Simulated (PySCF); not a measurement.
# RhO₂⁻: structure of the triplet

Where does triplet RhO₂⁻ go from a end-on start, is the end point a minimum, and what are its modes, charges and moments?

The runs use PySCF 2.14.0; B3LYP, basis Rh def2-SVPD with ECP28, O def2-SVPD, scalar-relativistic core potentials, no spin–orbit coupling, density fitting.

## Step 1: The starting structure

3 atoms, charge -1, spin multiplicity 3.

Bond lengths: Rh1–O2 1.936 Å, O2–O3 1.445 Å. Angles: Rh1–O2–O3 119.9°.

Coordinates in bohr (charge -1 multiplicity 3):
```
Rh    0.0000    0.0000    0.0000
O     0.0000    0.0000    3.6593
O     2.3674    0.0000    5.0199
```

## Step 2: First SCF at the start

One driver script runs all steps and calls PySCF; scf.py shows how it sets up the SCF of each step. The optimiser is the driver's own. After this first run the driver tries any further starts and a stability analysis.

The input, scf.py:

```python
from pyscf import gto, scf, dft
mol = gto.M(atom='''
Rh     0.000000     0.000000     0.000000
O      0.000000     0.000000     1.936400
O      1.252800     0.000000     2.656400''',
    basis={'Rh': 'def2-SVPD', 'O': 'def2-SVPD'},
    ecp={'Rh': 'def2-SVPD'},
    charge=-1, spin=2)
mf = dft.UKS(mol, xc='B3LYP')
mf.grids.atom_grid = (50, 194)
aux = {'Rh': 'def2-universal-JKFIT', 'O': 'def2-universal-JKFIT'}
mf = mf.density_fit(auxbasis=aux)
mf.conv_tol = 1e-08
mf.diis_space = 10
mf.max_cycle = 60
mf.init_guess = 'minao'
mf.verbose = 4
mf.kernel()
```

Run with:

```
OMP_NUM_THREADS=2 python axn.py task.json out
```

The program printed:

```text
[... the frontier levels of the middle cycles are left out ...]
init E= -250.78903222997
[... the frontier-level lines of each cycle are left out ...]
cycle= 1 E= -259.171136352054  delta_E= -8.38  |g|=  1.5  |ddm|= 2.26
cycle= 2 E= -238.796162287756  delta_E= 20.4  |g|=  4.3  |ddm|= 67.1
cycle= 3 E= -260.375403034088  delta_E= -21.6  |g|= 0.815  |ddm|= 66.8
cycle= 4 E= -255.866785561385  delta_E= 4.51  |g|= 2.77  |ddm|= 3.81
cycle= 5 E= -260.347602571614  delta_E= -4.48  |g|= 0.914  |ddm|= 3.19
cycle= 6 E= -260.4632555134  delta_E= -0.116  |g|= 0.772  |ddm|= 0.365
cycle= 7 E= -260.53359572488  delta_E= -0.0703  |g|= 0.68  |ddm|= 0.295
cycle= 8 E= -260.647510803309  delta_E= -0.114  |g|= 0.51  |ddm|= 0.491
cycle= 9 E= -260.672574717488  delta_E= -0.0251  |g|= 0.467  |ddm|= 0.283
cycle= 10 E= -260.68975889633  delta_E= -0.0172  |g|= 0.431  |ddm|= 0.206
cycle= 11 E= -260.687446602027  delta_E= 0.00231  |g|= 0.436  |ddm|= 0.0685
cycle= 12 E= -260.774984663662  delta_E= -0.0875  |g|= 0.18  |ddm|= 0.617
cycle= 13 E= -260.789249679548  delta_E= -0.0143  |g|= 0.0737  |ddm|= 0.199
cycle= 14 E= -260.789426743332  delta_E= -0.000177  |g|= 0.0842  |ddm|= 0.181
[... 4 cycles left out ...]
cycle= 19 E= -260.794174434721  delta_E= -3.65e-05  |g|= 0.00136  |ddm|= 0.0284
cycle= 20 E= -260.7941881027  delta_E= -1.37e-05  |g|= 0.00134  |ddm|= 0.0158
cycle= 21 E= -260.794195167972  delta_E= -7.07e-06  |g|= 0.001  |ddm|= 0.00961
cycle= 22 E= -260.794199291048  delta_E= -4.12e-06  |g|= 0.00068  |ddm|= 0.00623
cycle= 23 E= -260.794210879903  delta_E= -1.16e-05  |g|= 0.00064  |ddm|= 0.0249
cycle= 24 E= -260.79421370615  delta_E= -2.83e-06  |g|= 0.00067  |ddm|= 0.0083
cycle= 25 E= -260.7942174118  delta_E= -3.71e-06  |g|= 0.000402  |ddm|= 0.0145
cycle= 26 E= -260.794219331369  delta_E= -1.92e-06  |g|= 0.000217  |ddm|= 0.00977
cycle= 27 E= -260.794221005018  delta_E= -1.67e-06  |g|= 0.000153  |ddm|= 0.0114
cycle= 28 E= -260.794222006072  delta_E= -1e-06  |g|= 0.000125  |ddm|= 0.0111
cycle= 29 E= -260.794222244374  delta_E= -2.38e-07  |g|= 5.01e-05  |ddm|= 0.00478
cycle= 30 E= -260.794222329306  delta_E= -8.49e-08  |g|= 2.86e-05  |ddm|= 0.00385
cycle= 31 E= -260.794222341933  delta_E= -1.26e-08  |g|= 1.77e-05  |ddm|= 0.00135
cycle= 32 E= -260.794222346089  delta_E= -4.16e-09  |g|= 1.95e-05  |ddm|= 0.00055
Extra cycle  E= -260.794222343019  delta_E= 3.07e-09  |g|= 8.98e-05  |ddm|= 0.000131
converged SCF energy = -260.794222343019  <S^2> = 2.0827232  2S+1 = 3.054651
```

This step, with its further starts and checks, took 14 s on 2 threads of Arm Neoverse V1, shared host.

Energies from each starting density:

| start | energy (Eh) |
| --- | --- |
| the minimal-basis guess | -260.794222 |
| a thermally smeared density | -260.794222 |
| a smeared PBE density | -260.794222 |

The test of internal stability and the other starts found no lower solution of this spin.

## Step 3: Relaxation: end-on start, triplet

The program finds Cs symmetry in the start, which this walk keeps.

Changes to scf.py since step 2:

```diff
@@ -3,3 +3,3 @@
-Rh     0.000000     0.000000     0.000000
-O      0.000000     0.000000     1.936400
-O      1.252800     0.000000     2.656400''',
+Rh    -0.148548     0.000000    -0.544581
+O     -0.148548     0.000000     1.391819
+O      1.104252     0.000000     2.111819''',
@@ -16 +15,0 @@
-mf.init_guess = 'minao'
```

Energy and gradient, step by step:

```csv
step,energy (Eh),change (kJ/mol),largest symmetric gradient (Eh/bohr)
0,-260.794222,0.00,0.04723
1,-260.803759,-25.04,0.01600
2,-260.805003,-28.31,0.00985
3,-260.805741,-30.24,0.00838
4,-260.805950,-30.79,0.00352
5,-260.806029,-31.00,0.00145
6,-260.806035,-31.01,0.00029
7,-260.806035,-31.01,0.00002
```

The walk took 16 s.

Geometry (Å) and forces (eV/Å) at some steps:

```
step 0
Rh  -0.149   0.000  -0.545   0.211   0.000   1.561
O   -0.149   0.000   1.392   2.215   0.000   0.170
O    1.104   0.000   2.112  -2.426   0.000  -1.731
step 1
Rh  -0.134   0.000  -0.494   0.175   0.000   0.824
O   -0.106   0.000   1.396  -0.088   0.000  -0.492
O    1.047   0.000   2.057  -0.087   0.000  -0.332
step 4
Rh  -0.069   0.000  -0.410   0.046   0.000  -0.084
O   -0.175   0.000   1.413   0.032   0.000   0.181
O    1.052   0.000   1.956  -0.078   0.000  -0.098
step 7
Rh  -0.050   0.000  -0.396   0.001   0.000   0.001
O   -0.195   0.000   1.430   0.000   0.000  -0.001
O    1.052   0.000   1.925  -0.001   0.000   0.001
```

It settles in Cs symmetry, 31.0 kJ/mol below the start, after 7 steps: O–O 1.341 Å, Rh–O 1.831 Å; O–O–Rh 107.1°.

## Step 4: Frequencies

On the finer grid the gradient is checked again; gradients at displacements of ±0.02 bohr then give force constants and infrared intensities.

Changes to scf.py since step 3:

```diff
@@ -3,3 +3,3 @@
-Rh    -0.148548     0.000000    -0.544581
-O     -0.148548     0.000000     1.391819
-O      1.104252     0.000000     2.111819''',
+Rh    -0.113441     0.000000    -0.491653
+O     -0.258428     0.000000     1.333630
+O      0.987668     0.000000     1.829485''',
@@ -10 +10 @@
-mf.grids.atom_grid = (50, 194)
+mf.grids.atom_grid = (75, 302)
@@ -13 +13 @@
-mf.conv_tol = 1e-08
+mf.conv_tol = 1e-10
```

The driver hands on the density of the step before, so the log starts near convergence.

Log of the central SCF (cycles and frontier levels):

```text
init E= -260.806031810567
[... the frontier-level lines of each cycle are left out ...]
cycle= 1 E= -260.806031806878  delta_E= 3.69e-09  |g|= 8.98e-05  |ddm|= 0.000107
cycle= 2 E= -260.806031688471  delta_E= 1.18e-07  |g|= 0.000508  |ddm|= 0.000587
cycle= 3 E= -260.806031810696  delta_E= -1.22e-07  |g|= 3.11e-06  |ddm|= 0.000496
cycle= 4 E= -260.806031810702  delta_E= -5.74e-12  |g|= 1.02e-06  |ddm|= 6.99e-06
Extra cycle  E= -260.806031810698  delta_E= 4.32e-12  |g|= 3.75e-06  |ddm|= 7.3e-06
converged SCF energy = -260.806031810698  <S^2> = 2.0517633  2S+1 = 3.0343126
```

The whole step took 43 s.

Geometry: Cs; O–O 1.341 Å, Rh–O 1.831 Å; O–O–Rh 107.2°.

Modes, for the most abundant isotopes:

```json
{"symmetry": "a'", "ω (cm⁻¹)": "137", "IR (km/mol)": "23.3", "μ (u)": "17.95"}
{"symmetry": "a'", "ω (cm⁻¹)": "620", "IR (km/mol)": "29.5", "μ (u)": "18.06"}
{"symmetry": "a'", "ω (cm⁻¹)": "1008", "IR (km/mol)": "605", "μ (u)": "16.00"}
```

Every mode is real; the point is a minimum.

Constants and moments:

* Dipole moment about the centre of mass: 3.47 D
* Highest occupied level: 0.34 eV
* Lowest empty level: 2.16 eV
* Rotational constants: 1.813, 0.1459, 0.135 cm⁻¹
* Zero-point energy: 10.6 kJ/mol
* Principal polarisabilities: 90.4, 91.7, 161.5 bohr³
* Principal traceless quadrupole moments about the centre of mass: -11.43, 4.83, 6.59 D Å
* Entropy at 298.15 K and 1 bar (electronic part: spin only): 290.8 J/(mol K)
* Heat capacity Cp at 298.15 K: 47.0 J/(mol K)
* Enthalpy at 298.15 K above 0 K: 12.15 kJ/mol
* Rotational symmetry number: 1
* Spin squared ⟨S²⟩: 2.052

Populations by atom (charges in e):

```
atom  Mulliken  Löwdin  polar tensor  spin (Mulliken)  Mayer order to Rh1
 Rh1     -0.23   -0.07         -0.14             1.56                   –
  O2     -0.37   -0.56          0.00             0.19                0.81
  O3     -0.40   -0.37         -0.86             0.25                0.37
```

Outer orbital energies (eV). α occupied: -6.79, -2.05, -1.98, -1.17, -0.67, -0.67, -0.34, 0.34; empty: 2.62, 3.90, 4.01, 4.96. β occupied: -7.15, -6.47, -5.56, -1.25, -0.77, -0.40, -0.21, -0.02; empty: 2.16, 2.77, 3.21, 4.20.

Mulliken populations on Rh1 (outside its core potential): s 3.00, p 6.08, d 8.15, f 0.00.

## Step 5: What came out

```
                                          quantity                                     value
                                           minimum                               triplet, Cs
                                          geometry  O–O 1.341 Å, Rh–O 1.831 Å; O–O–Rh 107.2°
                                wavenumbers (cm⁻¹)             137 (a'), 620 (a'), 1008 (a')
                    dipole moment (centre of mass)                                    3.47 D
highest occupied, lowest empty level (either spin)                             0.34, 2.16 eV
                        polar-tensor charge of Rh1                                   -0.14 e
                                 zero-point energy                               10.6 kJ/mol
                               entropy at 298.15 K                           290.8 J/(mol K)
                                              ⟨S²⟩                                     2.052
```

In words: The molecule stays Cs, as typed, and the end point is a minimum. The strongest infrared band lies at 1008 cm⁻¹ (a'). Most of the spin sits on Rh1 (Mulliken spin 1.56, against 2 for the whole molecule). Only this shape and spin were tried, so other structures or states may lie lower. The highest occupied level lies above zero: either self-interaction error lifts it or the extra electron is not bound, and the basis holds it in place. One determinant may miss the lowest occupation of an open d or f shell.

The search up to here took 73 s.
